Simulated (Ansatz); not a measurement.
# BrClH2MgO: the cost of one run

Program: Ansatz 0.2.0. Level of theory: RKS PBE0-D4/def2-SVP. These are calculated values, not measurements.

### Step 1. The system as given

Bond lengths: Mg1–O2 2.418 Å, Mg1–Cl3 2.127 Å, Mg1–Br5 3.049 Å, O2–H6 0.957 Å. Angles: Mg1–O2–H6 147.0°, O2–Mg1–Cl3 153.3°, O2–Mg1–Br5 68.6°, Cl3–Mg1–Br5 132.3°.

Coordinates:

```xyz
6

Mg   -0.9113    0.0552   -0.9307
O     1.1807   -0.5972    0.0907
Cl   -2.6103   -0.2842   -2.1642
H     0.8112    0.0968    1.0815
Br   -0.6057    1.2684    1.8500
H     2.1355   -0.5389    0.0727
```

### Step 2. Pulling towards end A

Springs on the bonds that form and break draw the guess towards this end; the thresholds are loose.

input.yaml

```yaml
crystal:
  periodic: [false, false, false]
  atoms:
    - { symbol: Mg, position_ang: [-0.9113, 0.0552, -0.9307] }
    - { symbol: O, position_ang: [1.1807, -0.5972, 0.0907] }
    - { symbol: Cl, position_ang: [-2.6103, -0.2842, -2.1642] }
    - { symbol: H, position_ang: [0.8112, 0.0968, 1.0815] }
    - { symbol: Br, position_ang: [-0.6057, 1.2684, 1.85] }
    - { symbol: H, position_ang: [2.1355, -0.5389, 0.0727] }
basis:
  gaussian: { orbitals: def2-SVP }
hamiltonian:
  xc: pbe0
  dispersion: d4
relax:
  f_tol: 0.15
  max_steps: 25
  restrain:
    - { distance: [0, 4], at: 3.91, k: 30.0 }
    - { distance: [3, 1], at: 2.27, k: 30.0 }
    - { distance: [0, 1], at: 2.07, k: 30.0 }
    - { distance: [3, 4], at: 1.51, k: 30.0 }
```

Command:

```sh
ansatz run input.yaml --threads 2 --pin off --max-ram 3072MiB --backend cpu --events-out ev --progress --plain --runs-dir out
```

Q: Estimate wall time and peak memory on 2 threads of AMD EPYC 7B13 (Zen 3), shared host.

About 17 s, with a peak of 0.22 GiB.
